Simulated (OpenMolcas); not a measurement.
# triplet HOI at 6 levels

Wanted: a comparison of 6 runs (UHF/STO-3G, UHF/def2-TZVPP, UBLYP/def2-TZVPP, UM06-2X/def2-TZVPP, UM06-L/def2-TZVPP, USVWN5/def2-TZVPP) of triplet HOI. 

The calculation is run with OpenMolcas 26.06.

### Step 1. The molecule

HOI: 3 atoms, total charge 0, spin state triplet. SMILES of the parent species: `OI`. The coordinates come from a PBE0-D4/def2-TZVP relaxation. That shape belongs to the parent species and isn't relaxed for this state.

Bond lengths: O1–I2 1.974 Å, O1–H3 0.964 Å. Angles: I2–O1–H3 105.3°.

### Step 2. The energy at UHF/STO-3G (run 1)

test.input reads:

```
>>> EXPORT MOLCAS_PRINT=2
&gateway
baslib=$CurrDir
coord
3
angstrom
O       -0.376230      -0.467640      -0.253400
I        1.247110       0.130190       0.697040
H       -0.870890       0.337450      -0.443630
basis=STO-3G
group=NoSym
&seward
&scf
uhf
spin=3
thresholds=1e-10 1e-07 1e-07 1e-05
prorbitals=1 2
```

The basis set STO-3G is read from a file made from the Basis Set Exchange's data (not shown).

Command:

```bash
export MOLCAS_MEM=1860
pymolcas test.input > test.log
```

What it wrote:

```text
--- Start Module: gateway ---
[...]
--- Stop Module: gateway /rc=_RC_ALL_IS_WELL_ ---
--- Start Module: seward ---
[...]
      Basis functions           33
--- Stop Module: seward /rc=_RC_ALL_IS_WELL_ ---
--- Start Module: scf ---
[...]
       Convergence after  21 Iterations
[...]
::    Total SCF energy                              -6924.9452281646
[...]
      Total spin, S                                     1.0013048989
[...]
      Total electronic charge=   62.000000
      Total            charge=   -0.000000
[...]
      Dipole Moment (debye):
      Origin of the operator (angstrom)=    1.0518    0.0652    0.5834
                   X= -2.9826E+00               Y=  5.0824E-01               Z= -1.5845E+00           Total=  3.4154E+00
      Quadrupole Moment (debye*angstrom):
[...]
--- Stop Module: scf /rc=_RC_ALL_IS_WELL_ ---
[...]
```

Run time: 1.9 s. Hardware: 1 thread of Arm Neoverse V2, shared host; peak memory 0.37 GiB.

### Step 3. The energy at UHF/def2-TZVPP (core potential) (run 2)

run.inp reads:

```
>>> EXPORT MOLCAS_PRINT=2
&gateway
baslib=$CurrDir
coord
3
angstrom
O       -0.376230      -0.467640      -0.253400
I        1.247110       0.130190       0.697040
H       -0.870890       0.337450      -0.443630
basis=def2-TZVPP
group=NoSym
&seward
&scf
uhf
spin=3
thresholds=1e-10 1e-07 1e-07 1e-05
prorbitals=1 1
```

The basis set def2-TZVPP is read from a file made from the Basis Set Exchange's data (not shown).

Command:

```bash
export MOLCAS_MEM=1860
pymolcas run.inp > run.log
```

What it wrote:

```text
--- Start Module: gateway ---
[...]
--- Stop Module: gateway /rc=_RC_ALL_IS_WELL_ ---
--- Start Module: seward ---
[...]
      Basis functions           95
--- Stop Module: seward /rc=_RC_ALL_IS_WELL_ ---
[...]
--- Start Module: scf ---
[...]
       Convergence after  26 Iterations
[...]
::    Total SCF energy                               -372.0178401915
[...]
      Total spin, S                                     1.0098896629
[...]
      Total electronic charge=   34.000000
      Total            charge=   -0.000000
[...]
      Dipole Moment (debye):
      Origin of the operator (angstrom)=    1.0518    0.0652    0.5834
                   X=  2.2434E-01               Y=  1.5672E+00               Z=  2.8080E-01           Total=  1.6079E+00
      Quadrupole Moment (debye*angstrom):
[...]
--- Stop Module: scf /rc=_RC_ALL_IS_WELL_ ---
[...]
```

Run time: 12 s. Hardware: 1 thread of Arm Neoverse V2, shared host; peak memory 0.52 GiB.

Runs 3 to 4 aren't shown in full; the table further down has their settings and results.

### Step 4. A single-point energy at UM06-L/def2-TZVPP (core potential) (run 5)

geom.xyz reads:

```xyz
3

O     -0.376230    -0.467640    -0.253400
I      1.247110     0.130190     0.697040
H     -0.870890     0.337450    -0.443630
```

calc.input reads:

```
* HIO Kohn-Sham DFT

&GATEWAY
 BASLIB=$CurrDir
 COORD=geom.xyz
 BASIS=def2-TZVPP
 GROUP=NoSym

&SEWARD
 GRIDINPUT
 Grid=UltraFine
 End of Grid

&SCF
 UHF
 SPIN=3
 KSDFT=M06L
 THRESHOLDS=1e-10 1e-07 1e-07 1e-05
 PRORBITALS=1 1
```

The basis set def2-TZVPP is read from a file made from the Basis Set Exchange's data (not shown).

Command:

```bash
export MOLCAS_MEM=1860
pymolcas calc.input > calc.log
```

What it wrote:

```text
--- Start Module: gateway ---
[...]
--- Stop Module: gateway /rc=_RC_ALL_IS_WELL_ ---
--- Start Module: seward ---
[...]
      Basis functions           95
--- Stop Module: seward /rc=_RC_ALL_IS_WELL_ ---
[...]
--- Start Module: scf ---
[...]
       Convergence after  22 Iterations
[...]
::    Total KS-DFT energy                            -373.6107536507
[...]
      Total spin, S                                     1.0025483344
[...]
      Total electronic charge=   34.000000
      Total            charge=   -0.000000
[...]
      Dipole Moment (debye):
      Origin of the operator (angstrom)=    1.0518    0.0652    0.5834
                   X= -4.7036E-01               Y=  1.2082E+00               Z= -1.3632E-01           Total=  1.3037E+00
      Quadrupole Moment (debye*angstrom):
[...]
--- Stop Module: scf /rc=_RC_ALL_IS_WELL_ ---
[...]
```

It took 43 s on 1 thread of Arm Neoverse V2, shared host; peak memory 0.52 GiB.

### Step 5. The energy at USVWN5/def2-TZVPP (core potential) (run 6)

test.inp reads:

```
* HIO Kohn-Sham DFT

&GATEWAY
 BASLIB
 $CurrDir
 COORD
 3
 angstrom
 O       -0.376230      -0.467640      -0.253400
 I        1.247110       0.130190       0.697040
 H       -0.870890       0.337450      -0.443630
 BASIS
 def2-TZVPP
 GROUP
 NoSym

&SEWARD
 GRIDINPUT
 Grid=UltraFine
 End of Grid

&SCF
 UHF
 SPIN
 3
 KSDFT
 SVWN5
 THRESHOLDS
 1e-10 1e-07 1e-07 1e-05
 PRORBITALS
 1 2
```

The basis set def2-TZVPP is read from a file made from the Basis Set Exchange's data (not shown).

Command:

```bash
export MOLCAS_MEM=1860
pymolcas test.inp > test.log
```

What it wrote:

```text
--- Start Module: gateway ---
[...]
--- Stop Module: gateway /rc=_RC_ALL_IS_WELL_ ---
--- Start Module: seward ---
[...]
      Basis functions           95
--- Stop Module: seward /rc=_RC_ALL_IS_WELL_ ---
[...]
--- Start Module: scf ---
[...]
       Convergence after  24 Iterations
[...]
::    Total KS-DFT energy                            -372.5075783828
[...]
      Total spin, S                                     1.0007164023
[...]
      Total electronic charge=   34.000000
      Total            charge=   -0.000000
[...]
      Dipole Moment (debye):
      Origin of the operator (angstrom)=    1.0518    0.0652    0.5834
                   X= -4.9105E-01               Y=  1.2080E+00               Z= -1.4768E-01           Total=  1.3124E+00
      Quadrupole Moment (debye*angstrom):
[...]
--- Stop Module: scf /rc=_RC_ALL_IS_WELL_ ---
[...]
```

Wall time 22 s (1 thread of Arm Neoverse V2, shared host); peak memory 0.52 GiB.

### Step 6. Overview of the runs

| run | level | integration grid | energy (Eh) | dipole moment (D) | HOMO energy (eV) | ⟨S²⟩ | wall time |
| --- | --- | --- | --- | --- | --- | --- | --- |
| 1 | UHF/STO-3G | – | -6924.945228 | 3.42 | -4.24 | 2.004 | 1.9 s |
| 2 | UHF/def2-TZVPP (core potential) | – | -372.017840 | 1.61 | -8.04 | 2.030 | 12 s |
| 3 | UBLYP/def2-TZVPP (core potential) | UltraFine | -373.396293 | 1.26 | -3.85 | 2.003 | 27 s |
| 4 | UM06-2X/def2-TZVPP (core potential) | UltraFine | -373.337332 | 1.52 | -6.23 | 2.012 | 44 s |
| 5 | UM06-L/def2-TZVPP (core potential) | UltraFine | -373.610754 | 1.30 | -3.97 | 2.008 | 43 s |
| 6 | USVWN5/def2-TZVPP (core potential) | UltraFine | -372.507578 | 1.31 | -4.12 | 2.002 | 22 s |

### Step 7. Outcome

| quantity | value |
| --- | --- |
| run 6: total energy | -372.50758 Eh |
| run 6: dipole moment | 1.31 D |
| run 6: HOMO energy (highest over α and β) | -4.12 eV |
| run 6: ⟨S²⟩ | 2.002 |

What this shows: The dipole moment (its size) runs from 1.26 D (UBLYP/def2-TZVPP) to 3.42 D (UHF/STO-3G). The two ends differ in method and basis and core potential. Totals of different functionals can't be ranked against each other. Some runs of one species differ in core potentials or relativity; totals across that change don't compare. In run 1 the basis is minimal, so the values are rough. In run 1 relativity is left out where basis or elements ask for it. All runs together took 2.5 min, the longest 44 s.
